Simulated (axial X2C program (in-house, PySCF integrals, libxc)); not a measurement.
# Linear ClTiCl⁺ at several levels

Aim: the two bond lengths and stretching wavenumbers of linear ClTiCl⁺, with and without spin–orbit coupling, at PBE0, HF, B3LYP, MP2.

Computed with an in-house X2C program for linear molecules on PySCF integrals. Level: all-electron X2C, two-component (2c) or spin-free, Cl dyall-av3z, Ti dyall-v3z.

All values are calculated.

2 further runs of the same task are left out: 2 set aside as unsound or not needed.

**1. Set-up**

Input file task.json:

```json
{"zs": [17, 22, 17], "q": 1, "bas": ["dyall-av3z", "dyall-v3z", "dyall-av3z"], "r0": [2.35, 2.35], "symm": 1, "scan": ["PBE0", "HF", "B3LYP"], "levels": ["PBE0", "HF", "r2SCAN"], "nst": 2}
```

Keys: zs atomic numbers; q charge; bas basis sets; r0 starting distance in Å; symm equal bonds; scan levels of the two-bond scan (MP2 follows by itself at each HF point); levels methods; nst determinants followed.

Command:

```sh
$ python solin.py task.json out
```

Masses Cl 34.969, Ti 47.948, Cl 34.969 u.

**2. Scan at PBE0, 2c**

State: Ω = 3/2 (beyond evenly filled blocks: ω = 3/2). Energies above the lowest point, from the job's result record:

| r(Cl–Ti) (Å) | r(Ti–Cl) (Å) | E (meV) |
| --- | --- | --- |
| 2.1050 | 2.1050 | 63.48 |
| 2.1050 | 2.1590 | 28.87 |
| 2.1050 | 2.2130 | 52.01 |
| 2.1590 | 2.1050 | 28.87 |
| 2.1590 | 2.1590 | 0.00 |
| 2.1590 | 2.2130 | 28.43 |
| 2.1590 | 2.2670 | 102.50 |
| 2.2130 | 2.1050 | 52.01 |
| 2.2130 | 2.1590 | 28.43 |
| 2.2130 | 2.2130 | 61.70 |
| 2.2670 | 2.1590 | 102.50 |
| 2.2670 | 2.2670 | 222.73 |

A quadratic surface with cubic terms in each bond gives the minimum at 2.158 and 2.158 Å, force constants 3.15, 3.15 and coupling 0.27 mdyn/Å.

**3. Scan at HF, 2c**

State: Ω = 3/2 (beyond evenly filled blocks: ω = 3/2). Energies above the lowest point, from the job's result record:

| r(Cl–Ti) (Å) | r(Ti–Cl) (Å) | E (meV) |
| --- | --- | --- |
| 2.1050 | 2.1050 | 143.62 |
| 2.1050 | 2.1590 | 68.80 |
| 2.1050 | 2.2130 | 60.58 |
| 2.1590 | 2.1050 | 68.80 |
| 2.1590 | 2.1590 | 1.31 |
| 2.1590 | 2.2130 | 0.00 |
| 2.1590 | 2.2670 | 52.05 |
| 2.2130 | 2.1050 | 60.58 |
| 2.2130 | 2.1590 | 0.00 |
| 2.2130 | 2.2130 | 5.17 |
| 2.2670 | 2.1590 | 52.05 |
| 2.2670 | 2.2670 | 127.16 |

A quadratic surface with cubic terms in each bond gives the minimum at 2.184 and 2.184 Å, force constants 3.3, 3.3 and coupling 0.36 mdyn/Å.

**4. Scan at B3LYP, 2c**

State: Ω = 3/2 (beyond evenly filled blocks: ω = 3/2). Energies above the lowest point, from the job's result record:

| r(Cl–Ti) (Å) | r(Ti–Cl) (Å) | E (meV) |
| --- | --- | --- |
| 2.1050 | 2.1050 | 95.69 |
| 2.1050 | 2.1590 | 45.09 |
| 2.1050 | 2.2130 | 53.01 |
| 2.1590 | 2.1050 | 45.09 |
| 2.1590 | 2.1590 | 0.00 |
| 2.1590 | 2.2130 | 12.96 |
| 2.1590 | 2.2670 | 72.23 |
| 2.2130 | 2.1050 | 53.01 |
| 2.2130 | 2.1590 | 12.96 |
| 2.2130 | 2.2130 | 30.52 |
| 2.2670 | 2.1590 | 72.23 |
| 2.2670 | 2.2670 | 161.21 |

A quadratic surface with cubic terms in each bond gives the minimum at 2.172 and 2.172 Å, force constants 3.02, 3.02 and coupling 0.25 mdyn/Å.

**5. Comparison**

| level | r(Cl–Ti) (Å) | r(Ti–Cl) (Å) | lower stretch (cm⁻¹) | upper stretch (cm⁻¹) |
| --- | --- | --- | --- | --- |
| PBE0, 2c | 2.158 | 2.158 | 407.0 | 586.4 |
| HF, 2c | 2.184 | 2.184 | 421.0 | 592.3 |
| B3LYP, 2c | 2.172 | 2.172 | 398.8 | 575.2 |
| MP2, 2c | 2.148 | 2.148 | 419.9 | 595.8 |
| PBE0, spin-free | 2.157 | 2.157 | 407.1 | 586.6 |
| HF, spin-free | 2.184 | 2.184 | 421.1 | 592.6 |
| B3LYP, spin-free | 2.171 | 2.171 | 398.9 | 575.4 |
| MP2, spin-free | 2.148 | 2.148 | 420.0 | 596.0 |

Scans not shown above were run alike.

In words: Over the levels the Cl–Ti bond spans 2.148 to 2.184 Å and the Ti–Cl bond 2.148 to 2.184 Å. At PBE0 spin–orbit coupling leaves both bonds unchanged to 0.001 Å. Each state is one determinant, the lowest of a limited PBE0 search; the stretches come from a fit to few points and are good to some per cent at best. The stretches are sorted by size, and where the two bonds are alike the symmetric and antisymmetric modes can swap order between levels. MP2 freezes inner shells (threshold -2 hartree). The molecule was held linear; bending was not examined, so a bent shape may lie lower. Note: functional without a current term on a determinant with orbital currents, of the molecule or an atom.
